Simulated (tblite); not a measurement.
# C8H13P: the cost of one run

Programs: tblite 0.8.0 and PySCF 2.14.0, with density-fitted response routines of our own. Each step states its level of theory. These are calculated values for one molecule in the gas phase, unless marked as measured. Atoms are numbered from 0 throughout.

## Step 1: The starting structure

22 atoms, charge 0, multiplicity 1; geometry from: force field or distance geometry start.

Bonds of the start (Å): C0–C1 1.35, C1–C2 1.46, C2–C3 1.49, C3–C4 1.51, C3–P5 1.83, P5–C6 1.84, C6–C7 1.51, C7–C8 1.51, P5–C2 1.86, C8–C6 1.51, C0–H9 1.09, C0–H10 1.08, C1–H11 1.09, C2–H12 1.09, C3–H13 1.08, C4–H14 1.09, C4–H15 1.10, C4–H16 1.09, C6–H17 1.08, C7–H18 1.09, C7–H19 1.09, C8–H20 1.09, C8–H21 1.08.

## Step 2: Optimising the geometry with GFN2-xTB

What the job is given:

```
{"job": {"kind": "relax", "xc": "GFN2-xTB", "basis": "xTB"}, "charge": 0, "multiplicity": 1}
C      3.299600    -0.036300    -1.193400
C      2.060700    -0.568100    -1.143500
C      0.863600     0.118000    -0.680300
C      0.566400     0.320100     0.769400
C      1.508900    -0.127800     1.855600
P     -0.501500    -0.952000    -0.003800
C     -1.957400     0.093200    -0.408400
C     -2.799000     0.601700     0.734500
C     -3.306900    -0.517700    -0.141700
H      3.467000     0.990300    -0.880100
H      4.134200    -0.614300    -1.549300
H      1.952100    -1.607300    -1.466400
H      0.511500     0.896900    -1.355000
H      0.089300     1.240500     1.061600
H      1.961700    -1.094900     1.656500
H      2.314300     0.607200     1.969200
H      0.987800    -0.183200     2.812000
H     -1.871600     0.705500    -1.289800
H     -3.261500     1.578000     0.627900
H     -2.531500     0.353600     1.758000
H     -4.112800    -0.281300    -0.837300
H     -3.385400    -1.502500     0.293700
```

Launch:

```console
> OMP_NUM_THREADS=1 python probes_run.py task.json out
```

One launch serves the whole session: the jobs run in the order shown.

**Question.** How long does this first job take on 1 thread of Intel Xeon Platinum 8259CL at 2.50GHz, shared host, and how much memory does it need?

About 1.8 s, with a peak of 0.18 GiB.
